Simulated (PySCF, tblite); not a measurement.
# AsB3H7N3, a small molecule taken as a stand-in for a surface group (BN ring, B site): NMR shifts, core binding energies and electronic excitations, part 2 of 2

tblite 0.8.0 and PySCF 2.14.0. Atoms count from 0, parts from 1. Earlier steps stand in the parts before.

## (5) X-ray photoelectron lines: SCAN, X2C

Job settings and geometry (Å):

```
{"job": {"kind": "xps", "holes": 5}, "charge": 0, "multiplicity": 1}
N      0.120327     0.156239     1.205046
B     -0.258974     1.511903     0.963980
N     -0.401904     1.924197    -0.393247
B     -0.185552     1.038908    -1.489318
N      0.191145    -0.305195    -1.186639
B      0.348710    -0.779799     0.150850
As     1.024951    -2.680409     0.539059
H      0.219823    -0.146812     2.164906
H     -0.450989     2.277581     1.879321
H     -0.669223     2.880282    -0.585427
H     -0.316698     1.406405    -2.633460
H      0.340841    -0.942132    -1.957992
H      0.126948    -3.349752    -0.493719
H      0.043711    -2.935447     1.676364
```

With the program's defaults for keys left out, this is: delta-SCF UKS SCAN, pcX-2 on the ionised atom, pcseg-1 elsewhere, spin-free X2C.

The log of the run:

```text
ground state, core basis on atom 1 (B), 177 functions
  cycle   1  E = -2498.54967184  |g| = 6.26e-01
  cycle   2  E = -2498.41493986  |g| = 9.71e-01
  cycle   3  E = -2498.63845052  |g| = 8.27e-02
  cycle   4  E = -2498.64029293  |g| = 2.72e-02
  cycle   5  E = -2498.64048644  |g| = 8.64e-03
  cycle   6  E = -2498.64050793  |g| = 5.05e-03
  cycle   7  E = -2498.64051719  |g| = 1.48e-03
  cycle   8  E = -2498.64051651  |g| = 4.36e-04
  E(ground) = -2498.55891221 Eh
hole in B 1s of atom 1
  cycle   1  E = -2491.02910598  |g| = 1.17e+00
  cycle   2  E = -2488.99682499  |g| = 1.93e+00
  cycle   3  E = -2491.22923075  |g| = 5.53e-01
  cycle   4  E = -2491.41280020  |g| = 2.49e-01
  cycle   5  E = -2491.43192208  |g| = 1.53e-01
  cycle   6  E = -2491.44188974  |g| = 4.92e-02
  cycle   7  E = -2491.44300340  |g| = 2.43e-02
  cycle   8  E = -2491.44334526  |g| = 9.44e-03
  cycle   9  E = -2491.44343920  |g| = 5.41e-03
  cycle  10  E = -2491.44348360  |g| = 3.49e-03
  cycle  11  E = -2491.44349673  |g| = 2.30e-03
  cycle  12  E = -2491.44350139  |g| = 9.79e-04
  cycle  13  E = -2491.44350191  |g| = 4.48e-04
  E(ion) = -2491.36244577 Eh   <S^2> = 0.8093   hole on atom = 1.000   binding energy = 195.826 eV
ground state, core basis on atom 2 (N), 177 functions
  cycle   1  E = -2498.65796582  |g| = 7.17e-02
  cycle   2  E = -2498.65797387  |g| = 5.76e-03
  cycle   3  E = -2498.65796639  |g| = 7.33e-03
  cycle   4  E = -2498.65798285  |g| = 8.72e-04
  cycle   5  E = -2498.65798190  |g| = 2.52e-04
  E(ground) = -2498.57323982 Eh
hole in N 1s of atom 2
  cycle   1  E = -2483.07831609  |g| = 1.87e+00
  cycle   2  E = -2480.16618781  |g| = 2.57e+00
  cycle   3  E = -2483.46112784  |g| = 7.09e-01
  cycle   4  E = -2483.73807168  |g| = 2.93e-01
  cycle   5  E = -2483.76801119  |g| = 1.83e-01
  cycle   6  E = -2483.78504397  |g| = 4.95e-02
  cycle   7  E = -2483.78648070  |g| = 1.09e-02
  cycle   8  E = -2483.78655899  |g| = 2.74e-03
  cycle   9  E = -2483.78656544  |g| = 1.06e-03
  cycle  10  E = -2483.78656398  |g| = 4.67e-04
  E(ion) = -2483.70099624 Eh   <S^2> = 0.7648   hole on atom = 1.000   binding energy = 404.694 eV
ground state, core basis on atom 4 (N), 177 functions
  cycle   1  E = -2498.65764624  |g| = 7.19e-02
  cycle   2  E = -2498.65763093  |g| = 1.39e-02
  cycle   3  E = -2498.65757249  |g| = 2.13e-02
  cycle   4  E = -2498.65767267  |g| = 1.93e-03
  cycle   5  E = -2498.65767412  |g| = 3.27e-04
  E(ground) = -2498.57326439 Eh
hole in N 1s of atom 4
  cycle   1  E = -2483.07402776  |g| = 1.87e+00
  cycle   2  E = -2482.27536574  |g| = 2.13e+00
  cycle   3  E = -2483.68436910  |g| = 4.62e-01
  cycle   4  E = -2483.72835159  |g| = 3.23e-01
  cycle   5  E = -2483.78562495  |g| = 5.77e-02
  cycle   6  E = -2483.78679037  |g| = 2.42e-02
  cycle   7  E = -2483.78712329  |g| = 6.49e-03
  cycle   8  E = -2483.78714587  |g| = 2.41e-03
  cycle   9  E = -2483.78714734  |g| = 7.16e-04
  cycle  10  E = -2483.78714720  |g| = 3.03e-04
  E(ion) = -2483.70186984 Eh   <S^2> = 0.7643   hole on atom = 1.000   binding energy = 404.671 eV
ground state, core basis on atom 5 (B), 177 functions
  cycle   1  E = -2498.64022828  |g| = 5.22e-02
  cycle   2  E = -2498.63994985  |g| = 4.17e-02
  cycle   3  E = -2498.64034379  |g| = 1.93e-02
  cycle   4  E = -2498.64045443  |g| = 4.35e-03
  cycle   5  E = -2498.64046073  |g| = 7.48e-04
  cycle   6  E = -2498.64045933  |g| = 1.52e-04
  E(ground) = -2498.55916481 Eh
hole in B 1s of atom 5
  cycle   1  E = -2491.01053083  |g| = 1.19e+00
  cycle   2  E = -2489.24373970  |g| = 2.09e+00
  cycle   3  E = -2491.30142031  |g| = 5.08e-01
  cycle   4  E = -2491.38311082  |g| = 3.47e-01
  cycle   5  E = -2491.43726898  |g| = 1.00e-01
  cycle   6  E = -2491.44254077  |g| = 1.54e-02
  cycle   7  E = -2491.44270611  |g| = 8.54e-03
  cycle   8  E = -2491.44275734  |g| = 5.27e-03
  cycle   9  E = -2491.44278778  |g| = 3.25e-03
  cycle  10  E = -2491.44279877  |g| = 1.58e-03
  cycle  11  E = -2491.44279995  |g| = 1.41e-03
  cycle  12  E = -2491.44280038  |g| = 3.42e-04
  E(ion) = -2491.36190957 Eh   <S^2> = 0.8004   hole on atom = 1.000   binding energy = 195.847 eV
```

It took 22 s on 1 thread of AMD EPYC 9R45, shared host; peak memory 0.75 GiB.

Binding energies by hole, beside the orbital energy of the ground state; the difference holds orbital relaxation and, for a density functional, its self-interaction error:

| hole | stands for | environment | ΔSCF (eV) | −ε (eV) | ⟨S²⟩ |
| --- | --- | --- | --- | --- | --- |
| B1s on B1 | B1, B3 | boron bonded to 2 N, H | 195.83 | 180.2 | 0.809 |
| N1s on N2 | N2 | nitrogen bonded to 2 B, H | 404.69 | 385.8 | 0.765 |
| N1s on N4 | N0, N4 | nitrogen bonded to 2 B, H | 404.67 | 385.9 | 0.764 |
| B1s on B5 | B5 | boron bonded to As, 2 N | 195.85 | 180.7 | 0.800 |

Each hole run stands for the others of its class of like atoms.

## (6) TDDFT and polarisability: CAM-B3LYP/def2-SVPD

Same as in step 5 but for these lines:

```diff
@@ -1,2 +1,2 @@
-{"job": {"kind": "xps", "holes": 5}, "charge": 0, "multiplicity": 1}
+{"job": {"kind": "uv", "xc": "CAM-B3LYP", "basis": "def2-SVPD", "nstates": 6, "ntriplets": 2, "ip": true}, "charge": 0, "multiplicity": 1}
 N      0.120327     0.156239     1.205046
```

Level: TDDFT CAM-B3LYP/def2-SVPD, vertical, gas phase, core orbitals frozen in the response.

The log of the run:

```text
coarse grid: 55536 points
cycle   1  E = -2478.6407393523  dE =  2.443e-01  |g| = 5.571e-01  |ddm| = 9.004e+00
cycle   2  E = -2478.6453256685  dE = -4.586e-03  |g| = 5.778e-01  |ddm| = 2.053e+00
cycle   3  E = -2478.7125563257  dE = -6.723e-02  |g| = 4.808e-02  |ddm| = 1.292e+00
cycle   4  E = -2478.7131999482  dE = -6.436e-04  |g| = 1.582e-02  |ddm| = 1.702e-01
cycle   5  E = -2478.7132612893  dE = -6.134e-05  |g| = 3.722e-03  |ddm| = 5.621e-02
cycle   6  E = -2478.7132646218  dE = -3.333e-06  |g| = 1.604e-03  |ddm| = 1.775e-02
final grid: 117280 points
cycle   7  E = -2478.7132684201  dE =  1.270e-07  |g| = 1.942e-03  |ddm| = 1.165e-02
cycle   8  E = -2478.7132679482  dE =  4.719e-07  |g| = 2.459e-03  |ddm| = 8.498e-03
cycle   9  E = -2478.7132692715  dE = -1.323e-06  |g| = 7.270e-05  |ddm| = 4.430e-03
cycle  10  E = -2478.7132692733  dE = -1.794e-09  |g| = 2.156e-05  |ddm| = 2.559e-04
cycle  11  E = -2478.7132692736  dE = -2.847e-10  |g| = 5.210e-06  |ddm| = 1.351e-04
converged SCF energy = -2478.7132692736

Static polarisability (au): isotropic 93.800, principal 68.623 94.776 118.000

Singlet excitations
state   eV       nm        f      main configurations
  1   5.9417    208.7   0.04374   H->L 0.82, H->L+2 0.11
  2   6.3519    195.2   0.02784   H->L+5 0.48, H->L+1 0.33, H->L+4 0.12
  3   6.5764    188.5   0.15419   H->L+2 0.54, H->L+3 0.30
  4   6.8261    181.6   0.00133   H-1->L+1 0.30, H-2->L+2 0.20, H->L+1 0.14
  5   7.2569    170.9   0.30416   H->L+6 0.55, H-1->L 0.16, H->L+3 0.10
  6   7.2940    170.0   0.01440   H->L+1 0.35, H-2->L 0.24, H->L+4 0.13

Triplet excitations (Tamm-Dancoff, eV): 5.2458 5.5018
Vertical ionisation energy (delta-SCF) = 9.2179 eV
```

Run time: 43 s. Hardware: 1 thread of AMD EPYC 9R45, shared host; peak memory 1.2 GiB.

Frontier orbitals and where they lie:

| orbital | eV | atoms |
| --- | --- | --- |
| HOMO−3 | -10.34 | As6 31 %, N2 16 %, B5 15 % |
| HOMO−2 | -9.76 | N0 35 %, N4 34 %, B1 8 % |
| HOMO−1 | -9.64 | N2 32 %, N4 12 %, B5 12 % |
| HOMO | -8.33 | As6 62 %, B5 13 %, H13 6 % |
| LUMO | 0.60 | B5 26 %, As6 18 %, B1 11 % |
| LUMO+1 | 1.12 | B3 26 %, B1 21 %, N2 11 % |
| LUMO+2 | 1.13 | B1 20 %, B5 18 %, B3 15 % |

With each of the 6 states as a Gaussian band of 0.4 eV half-width at 1/e, the curve within the window shown has maxima at 171 nm (ε 13,000) L/(mol cm). Beyond the last state computed it falls off for lack of states. The curve at chosen wavelengths:

nm, ε (L/mol/cm) and a bar:
```
      163       6397 ##############
      166      10137 #######################
      168      12093 ###########################
      171      13291 ##############################
      174      12412 ############################
      177      10563 ########################
      179       9445 #####################
      182       8440 ###################
      185       8127 ##################
      187       8041 ##################
      190       7724 #################
      193       7013 ################
      196       6016 #############
      198       5309 ############
      201       4335 #########
      204       3542 ########
      207       2919 ######
      209       2568 #####
      212       2095 ####
      215       1662 ###
      217       1392 ###
      220       1026 ##
      223        719 #
      226        479 #
      228        356 
      231        218
```

Ground-state properties from the same run:

| property | computed |
| --- | --- |
| dipole moment (D) | 1.06 |
| polarisability (Å³) | 13.90 |
| HOMO–LUMO gap (eV) | 8.93 |
| −ε(HOMO) (eV) | 8.33 |

## (7) Outcome

The summary covers parts 1 to 2.

| quantity | value |
| --- | --- |
| point group | Cs |
| rotational constants (main isotopes) | 5.05, 0.87, 0.75 GHz |
| $^{1}$H shifts against TMS (PBE0/pcSseg-1, means over atoms taken as alike) | 5.64, 5.64, 4.69, 2.14 ppm |
| $^{15}$N shifts against NH3 (PBE0/pcSseg-1, means over atoms taken as alike) | 152.9, 144.7 ppm |
| $^{11}$B shifts against BF3·OEt2 (PBE0/pcSseg-1, means over atoms taken as alike) | 37.4, 27.0 ppm |
| $^{75}$As shifts against AsH3 (PBE0/pcSseg-1) | 33 ppm |
| B1s binding energies, SCAN/pcX-2 | B5 195.85, B1 195.83 eV |
| N1s binding energies, SCAN/pcX-2 | N2 404.69, N4 404.67 eV |
| lowest singlet (CAM-B3LYP/def2-SVPD) | 5.94 eV (209 nm), f = 0.044 |
| brightest single state of those computed | state 5, 7.26 eV, f = 0.304 |
| lowest triplet | 5.25 eV |
| vertical ionisation energy (ΔSCF) | 9.22 eV |

What this shows: Relaxing lowered the energy by 0.106 eV in 4 steps; the close pair that moved most is B3–H10, from 1.166 to 1.209 Å (PBE0/def2-SVP). At PBE0/pcSseg-1: The widest tensor belongs to As6: span 274 ppm, with a paramagnetic part of -1001 ppm. The B1s levels computed lie within 0.02 eV of one another, too close to rank. The N1s levels computed lie within 0.02 eV of one another, too close to rank. The lowest singlet, at 5.94 eV, is HOMO→LUMO 0.82, HOMO→LUMO+2 0.11 and is weak; of the 6 states computed, the strongest absorption comes from state 5 at 7.26 eV. The lowest triplet lies 0.70 eV below the lowest singlet (triplets in Tamm-Dancoff, singlets in full TDDFT). ΔSCF puts the ionisation energy at 9.22 eV, 0.88 eV above −ε(HOMO). Spin-orbit coupling is left out, which matters for shieldings and couplings at and beside the heavy atoms. A capped cluster stands for the solid here, so long-range fields and strain are missing, and bands or shifts of the capping hydrogens have no counterpart in it.
